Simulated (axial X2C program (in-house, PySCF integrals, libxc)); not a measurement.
# DyI⁺: Ω levels from open-shell CI on f9 s1

Which Ω levels does DyI⁺ have in the configuration f9 s1, and how far apart?

Program: an in-house X2C program for linear molecules on PySCF integrals. Level of theory: two-component X2C, average-of-configuration Hartree–Fock and CI in the open shells. These are calculated values, not measurements.

All values are calculated.

## Step 1: The job

File task.json:

```json
{"zs": [66, 53], "q": 1, "bas": ["dyall-v2z", "dyall-v2z"], "r0": 2.85, "metal": 0, "shells": [[3, [0, 1, 2, 3], 9], [0, [0], 1]], "fix": 0, "emax": 2.2, "nroots": 4}
```

Keys: zs atomic numbers; q charge; bas basis sets; r0 starting distance in Å; metal index of the metal atom; shells open shells as [l, |m| values, electrons]; fix electron count of the first shell held; emax energy window in eV; nroots roots for each Ω.

The run is started by

```
$ python soci.py task.json out
```

Two-component X2C with atomic mean-field Coulomb and Gaunt terms, basis Dy dyall-v2z, I dyall-v2z (cores contracted in-house). Orbitals come from Hartree–Fock averaged over the configuration Dy f9 s1; CI then distributes these electrons over the f, s shells of Dy.

## Step 2: CI at R = 2.753 Å

Output:

```text
average of configuration f9 s1
basis functions 223  fitting functions 1272
iter      average energy  largest gradient
   1     -19258.041595726   2.06e+00
   2     -19258.300379792   3.25e-02
   3     -19258.301368766   9.06e-03
   4     -19258.301425208   8.66e-04
   5     -19258.301430968   1.04e-03
   6     -19258.301432402   1.14e-04
   7     -19258.301432566   1.37e-04
   8     -19258.301432624   1.10e-05
converged
CI levels
2*Omega        energy/Eh    cm-1   g(par)  dipole/D  leading shell counts
   16    -19258.61622189        0  21.914   -2.864  {'9 1': 1.0}
   14    -19258.61441865      396  18.874   -2.862  {'9 1': 1.0}
   12    -19258.61289173      731  15.991   -2.858  {'9 1': 1.0}
   10    -19258.61169848      993  13.248   -2.853  {'9 1': 1.0}
    8    -19258.61085334     1178  10.595   -2.850  {'9 1': 1.0}
    6    -19258.61031637     1296   7.973   -2.850  {'9 1': 1.0}
    4    -19258.61001253     1363   5.339   -2.851  {'9 1': 1.0}
    2    -19258.60986551     1395   2.678   -2.852  {'9 1': 1.0}
    0    -19258.60982263     1404   0.000   -2.852  {'9 1': 1.0}
   14    -19258.60489327     2486  18.713   -2.861  {'9 1': 1.0}
   12    -19258.60389705     2705  15.784   -2.857  {'9 1': 1.0}
   10    -19258.60300942     2900  12.981   -2.855  {'9 1': 1.0}
    8    -19258.60225100     3066  10.293   -2.853  {'9 1': 1.0}
    6    -19258.60164113     3200   7.681   -2.852  {'9 1': 1.0}
    4    -19258.60119548     3298   5.109   -2.851  {'9 1': 1.0}
    2    -19258.60092448     3357   2.552   -2.851  {'9 1': 1.0}
    0    -19258.60083360     3377   0.000   -2.851  {'9 1': 1.0}
   12    -19258.59437299     4795  15.157   -2.860  {'9 1': 1.0}
   14    -19258.59410890     4853  18.194   -2.861  {'9 1': 1.0}
   10    -19258.59381074     4919  12.142   -2.855  {'9 1': 1.0}
    8    -19258.59297207     5103   9.349   -2.853  {'9 1': 1.0}
   12    -19258.59239899     5229  16.084   -2.856  {'9 1': 1.0}
    6    -19258.59213018     5288   6.896   -2.851  {'9 1': 1.0}
   10    -19258.59186367     5346  13.257   -2.854  {'9 1': 1.0}
    4    -19258.59148858     5428   4.644   -2.850  {'9 1': 1.0}
    8    -19258.59134845     5459  10.477   -2.854  {'9 1': 1.0}
    2    -19258.59110642     5512   2.354   -2.851  {'9 1': 1.0}
    0    -19258.59097961     5540   0.000   -2.851  {'9 1': 1.0}
    6    -19258.59077728     5584   7.706   -2.853  {'9 1': 1.0}
    4    -19258.59020703     5710   5.005   -2.852  {'9 1': 1.0}
    2    -19258.58979051     5801   2.456   -2.850  {'9 1': 1.0}
    0    -19258.58964085     5834   0.000   -2.849  {'9 1': 1.0}
    0    -19258.58148313     7624   0.000   -2.848  {'9 1': 1.0}
    0    -19258.57755812     8486   0.000   -2.849  {'9 1': 1.0}
    0    -19258.57513718     9017   0.000   -2.848  {'9 1': 1.0}
    0    -19258.57003452    10137   0.000   -2.847  {'9 1': 1.0}
```

Dipoles in the output refer to the first atom as origin, so for this ion they depend on that choice.

It took 2.9 s on 1 thread of AMD EPYC 7R43 (Zen 3), shared host; peak memory 0.43 GiB.

Active spinors (ω > 0; filled shells left out):

```
shell    ω  ε (eV)                    character
    f  5/2  -17.90                    100% Dy f
    f  3/2  -17.81                    100% Dy f
    f  1/2  -17.75                    100% Dy f
    f  7/2  -17.05                    100% Dy f
    f  5/2  -16.97                    100% Dy f
    f  3/2  -16.91                    100% Dy f
    f  1/2  -16.87                    100% Dy f
    s  1/2   -8.48  68% Dy s, 26% Dy d, 5% Dy p
```

The levels:

```
Ω  energy (cm⁻¹)     g∥  configuration
8              0  21.91     100% f9 s1
7            396  18.87     100% f9 s1
6            731  15.99     100% f9 s1
5            993  13.25     100% f9 s1
4           1178  10.60     100% f9 s1
3           1296   7.97     100% f9 s1
2           1363   5.34     100% f9 s1
1           1395   2.68     100% f9 s1
0           1404   0.00     100% f9 s1
7           2486  18.71     100% f9 s1
6           2705  15.78     100% f9 s1
5           2900  12.98     100% f9 s1
4           3066  10.29     100% f9 s1
3           3200   7.68     100% f9 s1
2           3298   5.11     100% f9 s1
1           3357   2.55     100% f9 s1
0           3377   0.00     100% f9 s1
6           4795  15.16     100% f9 s1
7           4853  18.19     100% f9 s1
5           4919  12.14     100% f9 s1
```

g∥ is the magnitude of 2⟨Lz + ge Sz⟩ for the +Ω component.

## Step 3: The same at R = 2.863 Å

```
Ω  energy (cm⁻¹)     g∥  configuration
8              0  21.91     100% f9 s1
7            391  18.88     100% f9 s1
6            722  16.00     100% f9 s1
5            982  13.25     100% f9 s1
4           1168  10.59     100% f9 s1
3           1287   7.97     100% f9 s1
2           1356   5.33     100% f9 s1
1           1389   2.68     100% f9 s1
0           1399   0.00     100% f9 s1
7           2460  18.70     100% f9 s1
```

## Step 4: Curves along the bond

The same input was run at the other distances (logs left out). Energies in cm⁻¹ from the lowest point; levels are followed by energy order within each Ω.

```
R (Å)  (1)Ω=8  (1)Ω=7  (1)Ω=6  (1)Ω=5  (1)Ω=4  (1)Ω=3  (1)Ω=2
2.560    2197    2596    2929    3183    3359    3467    3525
2.657     481     880    1216    1477    1660    1774    1838
2.753       0     396     731     993    1178    1296    1363
2.863     506     896    1228    1488    1673    1792    1861
2.973    1787    2173    2499    2756    2939    3059    3128
3.097    3832    4212    4533    4785    4966    5084    5153
3.249    6835    7211    7527    7775    7952    8067    8136
```

Constants where the minimum is well bracketed:

```
level of the curve  Te (cm⁻¹)  Re (Å)  ωe (cm⁻¹)
            (1)Ω=8          0   2.753      210.6
            (1)Ω=7        396   2.753      210.3
            (1)Ω=6        731   2.753      209.9
            (1)Ω=5        993   2.753      209.6
            (1)Ω=4       1178   2.753      209.3
            (1)Ω=3       1296   2.753      209.1
            (1)Ω=2       1363   2.753      209.1
```

## Step 5: Outcome

| quantity | value |
| --- | --- |
| lowest level of the model | Ω = 8, g∥ = 21.91, 100% f9 s1 |
| next level | Ω = 7, 396 cm⁻¹ higher |
| lowest curve, Re and ωe | 2.753 Å, 210.6 cm⁻¹ |

What this shows: In the lowest level ⟨Sz⟩ = 2.95 and ⟨Lz⟩ = 5.05; its leading determinant has weight 0.29 among 106. From 2.753 to 2.863 Å the gap from the lowest to the fifth level goes from 1178 to 1168 cm⁻¹. Without dynamic correlation distances can be off by several hundredths of an Å, and the wavenumbers are rough. There is no dynamic correlation: spin–orbit spacings and, for f shells, spacings inside one term are the most reliable numbers, splittings between terms come out too wide, and energies between configurations are not reliable, so the lowest level need not be the ground state of the molecule. At most 4 roots were kept for each Ω > 0 (twice that for Ω = 0) within 2.2 eV of the lowest, so higher up levels can be missing between those listed; levels with Ω > 0 are doubly degenerate and listed once, Ω = 0 levels singly.
